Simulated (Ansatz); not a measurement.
**MoSCl4 (MoSCl4): an energy map over angle S2–Mo1–Cl4 and angle Cl3–Mo1–Cl6**

A grid of calculations on MoSCl4 (Cl₄MoS), to see where the energy is lowest and how it rises around there.

The runs use Ansatz 0.2.0; RKS PBE0-D4/def2-SVP.

### 1 The starting structure

6 atoms, charge 0, spin multiplicity 1.

Atoms are counted from 1 here; the program's logs count them from 0.

Bond lengths: Mo1–S2 2.092 Å, Mo1–Cl3 2.308 Å, Mo1–Cl4 2.308 Å, Mo1–Cl5 2.308 Å, Mo1–Cl6 2.308 Å. Angles: S2–Mo1–Cl3 103.9°, S2–Mo1–Cl4 103.9°, S2–Mo1–Cl5 103.9°, S2–Mo1–Cl6 103.9°, Cl3–Mo1–Cl4 86.7°, Cl3–Mo1–Cl5 152.2°, Cl3–Mo1–Cl6 86.7°, Cl4–Mo1–Cl5 86.7°, Cl4–Mo1–Cl6 152.3°, Cl5–Mo1–Cl6 86.7°.

As a file:

```csv
atom,x (Å),y (Å),z (Å)
Mo1,0.00001,-0.00008,0.02058
S2,0.00110,-0.00736,2.11253
Cl3,2.23979,0.01431,-0.53558
Cl4,-0.01277,2.24273,-0.52419
Cl5,-2.24033,-0.01062,-0.53336
Cl6,0.01219,-2.23899,-0.53998
```

This geometry comes from a loose relaxation at PBE in a small basis, which is not shown.

### 2 Relaxing the molecule

Contents of input.yaml:

```yaml
crystal:
  periodic: [false, false, false]
  atoms:
    - { symbol: Mo, position_ang: [1.4e-05, -7.6e-05, 0.020584] }
    - { symbol: S, position_ang: [0.001101, -0.007357, 2.112533] }
    - { symbol: Cl, position_ang: [2.239786, 0.014308, -0.53558] }
    - { symbol: Cl, position_ang: [-0.012765, 2.242729, -0.524188] }
    - { symbol: Cl, position_ang: [-2.240328, -0.010618, -0.533359] }
    - { symbol: Cl, position_ang: [0.012192, -2.238986, -0.539979] }
basis:
  gaussian: { orbitals: def2-SVP }
hamiltonian:
  xc: pbe0
  dispersion: d4
output:
  forces: true
relax:
  f_tol: 0.003
  max_steps: 120
```

The run is started by

```sh
$ ansatz run input.yaml --threads 1 --pin off --max-ram 2560MiB --backend cpu --events-out ev --progress --plain --runs-dir out
```

What it wrote:

```text
Warning: RAYON_NUM_THREADS=1 ignored (pool sized by the plan → 1); use --threads N
The last accepted step is kept in <dir> (removed where the run ends without a failure and the disk answers)
Engine: ansatz 0.2.0, aarch64-unknown-linux-gnu
Functional definition: PBE0
  parameter a = 0.25
  parameter kappa = 0.804
  parameter beta = 0.06672455060314922
  exchange = (1 - a)*pbe_x(kappa = kappa, mu = beta*pi^2/3) + a*exact_x
  correlation = pbe_c(beta = beta)
1211 factors; integrals over basis functions are off by at most 2.9e-4 eV
mean field evaluation 1: about -62745.0525 eV, gradient 3.2e1 eV
mean field evaluation 2: about -62701.1546 eV, gradient 1.5e2 eV
mean field evaluation 4: about -62747.1799 eV, gradient 9.3e0 eV
mean field evaluation 8: about -62747.5190 eV, gradient 3.5e-1 eV
mean field evaluation 16: about -62747.5195 eV, gradient 3.0e-5 eV
mean field -62747.51947513 eV, -2305.9288089148 hartree, gradient 3.2e-5 eV, S^2 0.000000; 0 other end points of the search recorded, 0 dependent functions left out
the calculation of the forces begins
reference -62747.51952789 eV, -2305.9288108537 hartree; 49, 49 occupied and 72, 72 virtual orbitals, 1211 factors
relax step   1: F+E_penalty+E_count = -62747.85447297 eV  Δ(F+E_penalty+E_count) = +0.000e0 eV  max|allowed force component| = 1.089e0 eV/Å  Δτ_max = 0.0000 Å  (31 SCF iters, accepted)
these checks for a lower state are left out or cut short: starts, cluster_reference, orbital_swaps, neighbouring_geometries, increment
1211 factors; integrals over basis functions are off by at most 3.2e-4 eV
mean field -62747.53496811 eV, -2305.9293782713 hartree, gradient 1.7e-5 eV, S^2 0.000000; 0 other end points of the search recorded, 0 dependent functions left out
the calculation of the forces begins
reference -62747.53502094 eV, -2305.9293802128 hartree; 49, 49 occupied and 72, 72 virtual orbitals, 1211 factors
relax step   2: F+E_penalty+E_count = -62747.87506338 eV  Δ(F+E_penalty+E_count) = -2.059e-2 eV  max|allowed force component| = 8.171e-1 eV/Å  Δτ_max = 0.0409 Å  (35 SCF iters, accepted)
these checks for a lower state are left out or cut short: starts, cluster_reference, orbital_swaps, neighbouring_geometries, increment
1211 factors; integrals over basis functions are off by at most 3.1e-4 eV
mean field evaluation 32: about -62747.5492 eV, gradient 1.9e-5 eV
mean field -62747.54922022 eV, -2305.9299020268 hartree, gradient 1.9e-5 eV, S^2 0.000000; 0 other end points of the search recorded, 0 dependent functions left out
the calculation of the forces begins
reference -62747.54927303 eV, -2305.9299039674 hartree; 49, 49 occupied and 72, 72 virtual orbitals, 1211 factors
relax step   3: F+E_penalty+E_count = -62747.88744197 eV  Δ(F+E_penalty+E_count) = -1.238e-2 eV  max|allowed force component| = 8.825e-2 eV/Å  Δτ_max = 0.0178 Å  (36 SCF iters, accepted)
these checks for a lower state are left out or cut short: starts, cluster_reference, orbital_swaps, neighbouring_geometries, increment
1211 factors; integrals over basis functions are off by at most 3.1e-4 eV
mean field -62747.54922663 eV, -2305.9299022623 hartree, gradient 2.0e-5 eV, S^2 0.000000; 0 other end points of the search recorded, 0 dependent functions left out
the calculation of the forces begins
reference -62747.54927944 eV, -2305.9299042029 hartree; 49, 49 occupied and 72, 72 virtual orbitals, 1211 factors
relax step   4: F+E_penalty+E_count = -62747.88756397 eV  Δ(F+E_penalty+E_count) = -1.220e-4 eV  max|allowed force component| = 2.552e-3 eV/Å  Δτ_max = 0.0016 Å  (29 SCF iters, accepted)
1211 factors; integrals over basis functions are off by at most 3.1e-4 eV
mean field -62747.54922663 eV, -2305.9299022623 hartree, gradient 2.0e-5 eV, S^2 0.000000; 1 other end points of the search recorded, 0 dependent functions left out
the calculation of the forces begins
reference -62747.54927944 eV, -2305.9299042029 hartree; 49, 49 occupied and 72, 72 virtual orbitals, 1211 factors
Total energy: -62747.88761677 eV, -2305.9423378706 hartree
Atom 0 at     0.000015    -0.000100     0.028872 Å, force     0.000000     0.000001     0.000624 eV/Å
Atom 1 at     0.001081    -0.007320     2.087873 Å, force    -0.000003     0.000004    -0.002552 eV/Å
Atom 2 at     2.219353     0.014097    -0.530588 Å, force     0.001047     0.000746     0.000605 eV/Å
Atom 3 at    -0.012742     2.221682    -0.521092 Å, force     0.000730     0.000619     0.000360 eV/Å
Atom 4 at    -2.219901    -0.010390    -0.528377 Å, force    -0.001051    -0.000728     0.000602 eV/Å
Atom 5 at     0.012193    -2.217970    -0.536678 Å, force    -0.000725    -0.000642     0.000361 eV/Å
Dipole moment:     0.000151    -0.001018     0.290856 e Å
```

Run time: 54 s. Hardware: 1 thread of Arm Neoverse V2, shared host; peak memory 0.35 GiB.

Step by step:

```csv
step,energy from step 1 (eV),largest force component (eV/Å)
1,0.0000,1.0891
2,-0.0206,0.8171
3,-0.0330,0.0882
4,-0.0331,0.0026
```

Distances of close pairs at the start and the end, largest changes first:

```csv
bond,before (Å),after (Å),change (Å)
Mo1–S2,2.092,2.059,-0.033
Mo1–Cl4,2.308,2.289,-0.019
Mo1–Cl6,2.308,2.289,-0.019
Mo1–Cl3,2.308,2.289,-0.019
Mo1–Cl5,2.308,2.289,-0.019
```

### 3 Setting up the map

- angle S2–Mo1–Cl4: 11 values from 59 to 149 °
- angle Cl3–Mo1–Cl6: 11 values from 51.6 to 121.6 °

Nothing else is relaxed (all other coordinates rigid). Energies count from the relaxed molecule at the same level.

Of the runs on the grid, 2 are shown in the steps below; the others differ only in the two coordinates.

### 4 Grid point angle S2–Mo1–Cl4 = 122°, angle Cl3–Mo1–Cl6 = 100.6°

Contents of input.yaml:

```yaml
crystal:
  periodic: [false, false, false]
  atoms:
    - { symbol: Mo, position_ang: [1.5e-05, -0.0001, 0.028872] }
    - { symbol: S, position_ang: [0.004602, -0.643087, 1.98491] }
    - { symbol: Cl, position_ang: [2.182405, 0.551884, -0.384829] }
    - { symbol: Cl, position_ang: [-0.012742, 2.221682, -0.521092] }
    - { symbol: Cl, position_ang: [-2.219901, -0.01039, -0.528377] }
    - { symbol: Cl, position_ang: [0.012193, -2.21797, -0.536678] }
basis:
  gaussian: { orbitals: def2-SVP }
hamiltonian:
  xc: pbe0
  dispersion: d4
output:
  forces: true
```

The run is started by

```sh
$ ansatz run input.yaml --threads 1 --pin off --max-ram 2560MiB --backend cpu --events-out ev --progress --plain --runs-dir out
```

What it wrote:

```text
Warning: RAYON_NUM_THREADS=1 ignored (pool sized by the plan → 1); use --threads N
Engine: ansatz 0.2.0, aarch64-unknown-linux-gnu
Functional definition: PBE0
  parameter a = 0.25
  parameter kappa = 0.804
  parameter beta = 0.06672455060314922
  exchange = (1 - a)*pbe_x(kappa = kappa, mu = beta*pi^2/3) + a*exact_x
  correlation = pbe_c(beta = beta)
1126 factors; integrals over basis functions are off by at most 9.1e-4 eV
mean field evaluation 1: about -62744.2637 eV, gradient 3.0e1 eV
mean field evaluation 2: about -62677.9203 eV, gradient 1.7e2 eV
mean field evaluation 4: about -62746.3441 eV, gradient 6.8e0 eV
mean field evaluation 8: about -62746.4852 eV, gradient 3.6e-1 eV
mean field evaluation 16: about -62746.6870 eV, gradient 2.9e-3 eV
mean field -62746.68700765 eV, -2305.8982162993 hartree, gradient 3.8e-5 eV, S^2 0.000000; 0 other end points of the search recorded, 0 dependent functions left out
the calculation of the forces begins
reference -62746.68705977 eV, -2305.8982182145 hartree; 49, 49 occupied and 72, 72 virtual orbitals, 1126 factors
Total energy: -62747.02359893 eV, -2305.9105858005 hartree
Atom 0 at     0.000015    -0.000100     0.028872 Å, force     0.037041    -1.042117     0.147773 eV/Å
Atom 1 at     0.004602    -0.643087     1.984910 Å, force    -0.033967     1.346723     0.719059 eV/Å
Atom 2 at     2.182405     0.551884    -0.384829 Å, force     0.812469    -1.518160     0.053145 eV/Å
Atom 3 at    -0.012742     2.221682    -0.521092 Å, force    -1.427027     1.000420     0.207493 eV/Å
Atom 4 at    -2.219901    -0.010390    -0.528377 Å, force     0.035742     0.295827     0.029648 eV/Å
Atom 5 at     0.012193    -2.217970    -0.536678 Å, force     0.575742    -0.082693    -1.157118 eV/Å
Dipole moment:     0.005792    -0.194003     0.283653 e Å
```

Run time: 11 s. Hardware: 1 thread of Arm Neoverse V2, shared host; peak memory 0.32 GiB.

Energy on the map's scale: 20 kcal/mol.

### 5 The run at angle S2–Mo1–Cl4 = 104°, angle Cl3–Mo1–Cl6 = 86.6°

input.yaml: that of step 4 with these lines changed.

```diff
@@ -4,4 +4,4 @@
     - { symbol: Mo, position_ang: [1.5e-05, -0.0001, 0.028872] }
-    - { symbol: S, position_ang: [0.004602, -0.643087, 1.98491] }
-    - { symbol: Cl, position_ang: [2.182405, 0.551884, -0.384829] }
+    - { symbol: S, position_ang: [0.00108, -0.007177, 2.087874] }
+    - { symbol: Cl, position_ang: [2.219382, 0.014627, -0.530461] }
     - { symbol: Cl, position_ang: [-0.012742, 2.221682, -0.521092] }
```

The run is started by

```sh
$ ansatz run input.yaml --threads 1 --pin off --max-ram 2560MiB --backend cpu --events-out ev --progress --plain --runs-dir out
```

What it wrote:

```text
Warning: RAYON_NUM_THREADS=1 ignored (pool sized by the plan → 1); use --threads N
Engine: ansatz 0.2.0, aarch64-unknown-linux-gnu
Functional definition: PBE0
  parameter a = 0.25
  parameter kappa = 0.804
  parameter beta = 0.06672455060314922
  exchange = (1 - a)*pbe_x(kappa = kappa, mu = beta*pi^2/3) + a*exact_x
  correlation = pbe_c(beta = beta)
1125 factors; integrals over basis functions are off by at most 1.1e-3 eV
mean field evaluation 1: about -62745.3332 eV, gradient 2.9e1 eV
mean field evaluation 2: about -62713.3437 eV, gradient 1.3e2 eV
mean field evaluation 4: about -62747.1652 eV, gradient 8.3e0 eV
mean field evaluation 8: about -62747.5474 eV, gradient 6.6e-1 eV
mean field evaluation 16: about -62747.5492 eV, gradient 2.3e-4 eV
mean field -62747.54916062 eV, -2305.9298998363 hartree, gradient 2.8e-5 eV, S^2 0.000000; 0 other end points of the search recorded, 0 dependent functions left out
the calculation of the forces begins
reference -62747.54921343 eV, -2305.9299017769 hartree; 49, 49 occupied and 72, 72 virtual orbitals, 1125 factors
Total energy: -62747.88755092 eV, -2305.9423354505 hartree
Atom 0 at     0.000015    -0.000100     0.028872 Å, force     0.000107     0.000508     0.000909 eV/Å
Atom 1 at     0.001080    -0.007177     2.087874 Å, force    -0.000117    -0.000339    -0.002578 eV/Å
Atom 2 at     2.219382     0.014627    -0.530461 Å, force     0.001030    -0.000758     0.000457 eV/Å
Atom 3 at    -0.012742     2.221682    -0.521092 Å, force    -0.000095     0.001156     0.000183 eV/Å
Atom 4 at    -2.219901    -0.010390    -0.528377 Å, force    -0.001084    -0.000523     0.000570 eV/Å
Atom 5 at     0.012193    -2.217970    -0.536678 Å, force     0.000159    -0.000045     0.000459 eV/Å
Dipole moment:     0.000156    -0.001154     0.290849 e Å
```

Run time: 11 s. Hardware: 1 thread of Arm Neoverse V2, shared host; peak memory 0.32 GiB.

Energy on the map's scale: 0 kcal/mol.

### 6 The map

72 points were computed, and 49 have no value (skipped by design, atoms too close, or no result). Energies in kcal/mol, from the relaxed molecule at the same level:

```csv
"angle Cl3–Mo1–Cl6 (°) ↓, angle S2–Mo1–Cl4 (°) →",59,68,77,86,95,104,113,122,131,140,149
121.6,–,–,–,–,–,–,–,–,–,–,–
114.6,–,104,79,61,51,47,48,56,72,95,–
107.6,–,77,55,37,28,24,26,34,49,71,–
100.6,–,60,38,22,13,10,12,20,35,57,–
93.6,–,51,29,14,5,2,5,13,28,50,–
86.6,–,48,26,11,3,0,3,11,26,48,–
79.6,–,50,28,13,5,3,5,14,29,50,–
72.6,–,59,37,22,14,12,14,23,38,59,–
65.6,–,79,57,41,33,30,33,41,56,76,–
58.6,–,–,–,–,–,–,–,–,–,–,–
51.6,–,–,–,–,–,–,–,–,–,–,–
```

### 7 Outcome

| quantity | value |
| --- | --- |
| lowest point | angle S2–Mo1–Cl4 = 104°, angle Cl3–Mo1–Cl6 = 86.6°, 0 kcal/mol |
| highest computed point (blank points may lie higher) | angle S2–Mo1–Cl4 = 68°, angle Cl3–Mo1–Cl6 = 114.6°, 104 kcal/mol above the lowest |
| time for the whole task | 16 min on 1 thread, shared host |

The lowest computed point is at angle S2–Mo1–Cl4 = 104°, angle Cl3–Mo1–Cl6 = 86.6°, 0 kcal/mol from the relaxed molecule at the same level. The highest computed point, angle S2–Mo1–Cl4 = 68°, angle Cl3–Mo1–Cl6 = 114.6°, lies 104 kcal/mol above the lowest. Between some neighbouring points the energy changes steeply, from close contacts of the rigid frames or a change of state; the map doesn't tell which.
